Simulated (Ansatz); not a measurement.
# Si (ordered beta-tin type): the cost of one run

Method: DFT PBEsol, scalar-relativistic, plane waves, PAW, in Ansatz 0.2.0.

## 1. Starting point

The structure is tetragonal, space group I4_1/amd (No. 141). The conventional cell has a = 4.680 Å, b = 4.680 Å, c = 2.585 Å, α = 90.00°, β = 90.00°, γ = 90.00°. Around Si (site symmetry -4m2) lie 6 Si at 2.43 to 2.58 Å.

As a file:

```cif
data_structure
_symmetry_space_group_name_H-M 'I4_1/amd:1'
_symmetry_Int_Tables_number 141
_cell_length_a 4.6800
_cell_length_b 4.6800
_cell_length_c 2.5850
_cell_angle_alpha 90.000
_cell_angle_beta 90.000
_cell_angle_gamma 90.000
_cell_volume 56.62
loop_
_atom_site_label
_atom_site_type_symbol
_atom_site_symmetry_multiplicity
_atom_site_Wyckoff_symbol
_atom_site_fract_x
_atom_site_fract_y
_atom_site_fract_z
_atom_site_occupancy
Si1 Si 4 a 0.00000 0.00000 0.00000 1
```

## 2. Cell and atoms relaxed at 8 GPa

The input, input.yaml:

```yaml
crystal:
  lattice:
    - [-2.34, 2.34, 1.2925]
    - [2.34, -2.34, 1.2925]
    - [2.34, 2.34, -1.2925]
  atoms:
    - { symbol: Si, position: [0.0, 0.0, 0.0] }
    - { symbol: Si, position: [0.75, 0.25, 0.5] }
scf:
  occupations: { method: gaussian, width: 0.05 }
output:
  forces: true
  stress: true
  eigenvalues: true
  write_density: true
  write_potential: true
  elf: true
  volumetric_format: npy
hamiltonian:
  xc: pbesol
basis:
  ecutwfc: 450
kpoints:
  mp_grid: { grid: [20, 20, 20] }
relax:
  f_tol: 0.003
  max_steps: 60
  cell: { stress_tol: 0.03, p_target: 8 }
```

Command:

```
$ ansatz run input.yaml --threads 1 --pin off --max-ram 2867MiB --backend cpu --events-out ev --progress --plain --runs-dir out
```

What time and memory should one allow on 1 thread of Intel Xeon at 2.30GHz, shared host?

About 48 s, with a peak of 0.56 GiB.
